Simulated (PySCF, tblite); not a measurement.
# C4H10F2SSi: geometry, infrared bands and NMR shifts

Aim: predict the infrared bands and NMR shifts of C4H10F2SSi (`CCS[C@@H](C)[SiH](F)F`).

The runs use tblite 0.8.0 and PySCF 2.14.0, with density-fitted response routines of our own; the level of theory stands in each step. All values are computed, except where a source is named. Atoms are numbered from 0 throughout.

## 1. The starting structure

18 atoms, charge 0, multiplicity 1; geometry from: force field or distance geometry start.

Bonds of the start (Å): C0–C1 1.53, C1–S2 1.76, S2–C3 1.79, C3–C4 1.51, C3–Si5 1.88, Si5–F6 1.68, Si5–F7 1.68, C0–H8 1.12, C0–H9 1.10, C0–H10 1.11, C1–H11 1.10, C1–H12 1.12, C3–H13 1.11, C4–H14 1.12, C4–H15 1.12, C4–H16 1.09, Si5–H17 1.47.

## 2. Optimising the geometry with GFN2-xTB

What the job is given:

```
{"job": {"kind": "relax", "xc": "GFN2-xTB", "basis": "xTB"}, "charge": 0, "multiplicity": 1}
C      2.918800     0.427300     0.523300
C      1.595600    -0.345100     0.449500
S      0.682500     0.310500    -0.910700
C     -1.094300     0.063500    -0.887900
C     -1.527600    -1.377600    -0.749400
Si    -1.989000     1.162200     0.349100
F     -1.256800     1.136400     1.865200
F     -3.578000     0.614800     0.424600
H      2.725100     1.514300     0.339200
H      3.417900     0.318700     1.493800
H      3.609900     0.055200    -0.263700
H      1.131600    -0.252700     1.447300
H      1.891000    -1.415200     0.304400
H     -1.473100     0.398000    -1.878600
H     -1.673900    -1.745700    -1.798400
H     -2.556400    -1.365400    -0.300100
H     -0.829500    -2.012800    -0.196100
H     -2.002700     2.519800    -0.223300
```

Started as:

```
$ OMP_NUM_THREADS=1 python probes_run.py task.json out
```

One launch serves the whole session: the jobs run in the order shown.

**Question.** This job is followed by: GFN2-xTB harmonic vibrations, gas phase; GIAO PBE0/pcSseg-1 NMR shielding, non-relativistic, gas phase. Predict these results of the whole session: strongest single infrared mode (GFN2-xTB); zero-point energy (GFN2-xTB); 13C shifts against TMS (PBE0/pcSseg-1); 1H shifts against TMS (PBE0/pcSseg-1, means over atoms taken as alike); 33S shifts against CS2 (PBE0/pcSseg-1); 29Si shifts against TMS (PBE0/pcSseg-1); 19F shifts against CFCl3 (PBE0/pcSseg-1).

The runs gave:

| quantity | value |
| --- | --- |
| strongest single infrared mode (GFN2-xTB) | 842 cm⁻¹, 267 km/mol |
| zero-point energy (GFN2-xTB) | 84.7 kcal/mol |
| 13C shifts against TMS (PBE0/pcSseg-1) | 33.0, 30.5, 17.3, 15.4 ppm |
| 1H shifts against TMS (PBE0/pcSseg-1, means over atoms taken as alike) | 4.95, 3.02, 2.11, 1.80, 1.59, 1.28 ppm |
| 33S shifts against CS2 (PBE0/pcSseg-1) | 6 ppm |
| 29Si shifts against TMS (PBE0/pcSseg-1) | -9.1 ppm |
| 19F shifts against CFCl3 (PBE0/pcSseg-1) | -147.0, -160.3 ppm |

Over 134 steps the energy fell by 0.994 eV; of the close pairs, Si5–F7 changed most, 1.682 to 1.600 Å. No mode is imaginary among the 48: a minimum at this level. The strongest single mode, at 842 cm⁻¹, has its largest shares on Si5, F6 and F7 (the list is cut at 3 atoms). Unscaled tight-binding wavenumbers are off by several per cent, some by more. Its intensities can rank the bands wrongly. At PBE0/pcSseg-1: Shielding is most anisotropic at S2 (span 367 ppm, paramagnetic term -562 ppm).
